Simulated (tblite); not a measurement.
# C5H10AlFS: the cost of one run

Computed with tblite 0.8.0 and PySCF 2.14.0, with density-fitted response routines of our own, on a single molecule in the gas phase. Atoms count from 0, in the outputs and in this text.

## (1) Starting geometry

18 atoms, charge 0, multiplicity 1; geometry from: force field or distance geometry start.

Bonds of the start (Å): C0–C1 1.49, C1–C2 1.19, C2–C3 1.48, C3–S4 1.74, S4–Al5 2.18, S4–C6 1.76, C6–F7 1.39, C0–H8 1.12, C0–H9 1.10, C0–H10 1.09, C3–H11 1.11, C3–H12 1.11, Al5–H13 1.61, Al5–H14 1.59, Al5–H15 1.62, C6–H16 1.10, C6–H17 1.12.

## (2) Geometry optimisation with GFN2-xTB

The job: settings as JSON, then the geometry in Å.

```
{"job": {"kind": "relax", "xc": "GFN2-xTB", "basis": "xTB"}, "charge": 0, "multiplicity": 1}
C      3.250100     0.002400     0.684400
C      2.008000     0.152100    -0.122200
C      1.006700     0.246100    -0.760100
C     -0.223700     0.369200    -1.578200
S     -1.614500     0.120900    -0.557500
Al    -1.805500    -1.791900     0.478300
C     -1.762700     1.494400     0.540400
F     -0.609500     1.549400     1.316500
H      3.733400     0.995800     0.870900
H      2.970400    -0.516000     1.616200
H      3.948400    -0.603100     0.104500
H     -0.292400     1.378400    -2.041100
H     -0.196200    -0.342200    -2.431500
H     -2.440500    -2.892000    -0.513200
H     -0.482100    -2.298100     1.193500
H     -2.896700    -1.608100     1.668100
H     -1.933300     2.412400    -0.042800
H     -2.668700     1.336900     1.183400
```

Run with:

```
$ OMP_NUM_THREADS=1 python probes_run.py task.json out
```

The driver reads the jobs from task.json and runs them one after another.

Q: Estimate the wall time of this first job on 1 thread of Arm Neoverse N1, shared host.

About 1.7 s.
